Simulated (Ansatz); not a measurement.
# HfH3F: the cost of one run

Program: Ansatz 0.2.0. Level of theory: DFT PBE, scalar-relativistic, plane waves, PAW. These are calculated values, not measurements.

### Step 1. The structure to begin with

The structure is cubic, space group Pm-3m (No. 221). Conventional cell: a = 3.631 Å, b = 3.631 Å, c = 3.631 Å, α = 90.00°, β = 90.00°, γ = 90.00°. Hf (site symmetry m-3m) has 12 H at 2.57 Å as nearest neighbours. Around H (site symmetry 4/mmm) lie 2 F at 1.82 Å and 4 Hf at 2.57 Å and 8 H at 2.57 Å. Around F (site symmetry m-3m) lie 6 H at 1.82 Å.

Coordinates:

```
Hf H F
1.0
     3.63148    0.00000    0.00000
     0.00000    3.63148    0.00000
     0.00000    0.00000    3.63148
Hf H F
1 3 1
Direct
  0.00000 0.00000 0.00000
  0.00000 0.50000 0.50000
  0.50000 0.50000 0.00000
  0.50000 0.00000 0.50000
  0.50000 0.50000 0.50000
```

A structure generator made this guess: species swapped into a database cell of Mn3ZnC (Pm-3m, No. 221), with H on the Mn sites, Hf on the Zn sites and F on the C sites. Lengths come from tabulated atomic sizes and are only a guess.

### Step 2. Probe: one point on a coarse mesh

File input.yaml:

```yaml
crystal:
  lattice:
    - [3.63147752, 0.0, 0.0]
    - [0.0, 3.63147752, 0.0]
    - [0.0, 0.0, 3.63147752]
  atoms:
    - { symbol: Hf, position: [0.0, 0.0, 0.0] }
    - { symbol: H, position: [0.0, 0.5, 0.5] }
    - { symbol: H, position: [0.5, 0.5, 0.0] }
    - { symbol: H, position: [0.5, 0.0, 0.5] }
    - { symbol: F, position: [0.5, 0.5, 0.5] }
basis:
  ecutwfc: 420
kpoints:
  mp_grid: { grid: [6, 6, 6] }
hamiltonian:
  xc: pbe
scf:
  occupations: { method: gaussian, width: 0.1 }
  lower_state_search: "off"
output:
  forces: true
  stress: true
  eigenvalues: true
```

On the command line:

```console
$ ansatz run input.yaml --threads 1 --pin off --max-ram 2560MiB --backend cpu --events-out ev --progress --plain --runs-dir out
```

**Question.** How long does this run take on 1 thread of Intel Xeon Platinum 8259CL at 2.50GHz (Skylake/Cascade Lake), shared host, and how much memory does it need?

About 2.3 s, with a peak of 0.36 GiB.
